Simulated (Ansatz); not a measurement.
# CaSn2O5: the cost of one run

Method: DFT PBE, scalar-relativistic, plane waves, PAW, unless a step names another level, in Ansatz 0.2.0.

2 further runs of the same task are left out: 2 that didn't finish.

**1. The system as given**

Symmetry: Cmcm, No. 63, orthorhombic system. The conventional cell has a = 4.000 Å, b = 10.902 Å, c = 10.853 Å, α = 90.00°, β = 90.00°, γ = 90.00°. Around Ca (site symmetry m2m) lie 6 O at 2.20 to 2.47 Å. Sn (site symmetry m) is surrounded by 6 O at 2.02 to 2.28 Å. Around O (site symmetry m) lie 2 Sn at 2.02 to 2.08 Å and 1 Ca at 2.20 Å. O (site symmetry m2m) is surrounded by 2 Sn at 2.16 Å and 2 Ca at 2.32 Å. Around O (site symmetry m) lie 3 Sn at 2.12 to 2.28 Å and 1 Ca at 2.47 Å.

As a file:

```
CELL_PARAMETERS angstrom
2.00006 -5.45083 0.00000
2.00006 5.45083 0.00000
0.00000 0.00000 10.85294
ATOMIC_POSITIONS crystal
Ca 0.80722 0.19278 0.25000
Ca 0.19278 0.80722 0.75000
Sn 0.13177 0.86823 0.43717
Sn 0.13177 0.86823 0.06283
Sn 0.86823 0.13177 0.93717
Sn 0.86823 0.13177 0.56283
O 0.95250 0.04750 0.39080
O 0.95250 0.04750 0.10920
O 0.19878 0.80122 0.25000
O 0.30580 0.69420 0.55326
O 0.30580 0.69420 0.94674
O 0.04750 0.95250 0.89080
O 0.04750 0.95250 0.60920
O 0.80122 0.19878 0.75000
O 0.69420 0.30580 0.44674
O 0.69420 0.30580 0.05326
```

It came out lowest among 15 distinct ends of the trial cells. At a tolerance of 0.02 Å it has space group Cmcm (No. 63).

**2. Kick test: the unmoved cell on a coarse mesh**

Contents of input.yaml:

```yaml
crystal:
  lattice:
    - [-4.0001150301, 0.0, 0.0]
    - [2.0000575151, -5.4508296, 0.0]
    - [0.0, 0.0, 10.85294372]
  atoms:
    - { symbol: Ca, position: [0.8072249853, 0.6144499706, 0.25] }
    - { symbol: Ca, position: [0.1927750147, 0.3855500294, 0.75] }
    - { symbol: Sn, position: [0.1317699755, 0.263539951, 0.4371651599] }
    - { symbol: Sn, position: [0.1317699755, 0.263539951, 0.0628348401] }
    - { symbol: Sn, position: [0.8682300245, 0.736460049, 0.9371651599] }
    - { symbol: Sn, position: [0.8682300245, 0.736460049, 0.5628348401] }
    - { symbol: O, position: [0.9524992178, 0.9049984355, 0.3907981341] }
    - { symbol: O, position: [0.9524992178, 0.9049984355, 0.1092018659] }
    - { symbol: O, position: [0.1987838555, 0.3975677111, 0.25] }
    - { symbol: O, position: [0.3058017186, 0.6116034373, 0.5532616341] }
    - { symbol: O, position: [0.3058017186, 0.6116034373, 0.9467383659] }
    - { symbol: O, position: [0.0475007822, 0.0950015645, 0.8907981341] }
    - { symbol: O, position: [0.0475007822, 0.0950015645, 0.6092018659] }
    - { symbol: O, position: [0.8012161445, 0.6024322889, 0.75] }
    - { symbol: O, position: [0.6941982814, 0.3883965627, 0.4467383659] }
    - { symbol: O, position: [0.6941982814, 0.3883965627, 0.0532616341] }
basis:
  ecutwfc: 420
kpoints:
  mp_grid: { grid: [4, 4, 2] }
hamiltonian:
  xc: pbe
scf:
  occupations: { method: gaussian, width: 0.1 }
  lower_state_search: "off"
output:
  forces: true
  stress: true
  eigenvalues: true
```

Run with:

```console
$ ansatz run input.yaml --threads 1 --pin off --max-ram 2560MiB --backend cpu --events-out ev --progress --plain --runs-dir out
```

Q: Estimate wall time and peak memory on 1 thread of Intel Xeon at 2.70GHz, shared host.

About 19 s, with a peak of 0.59 GiB.
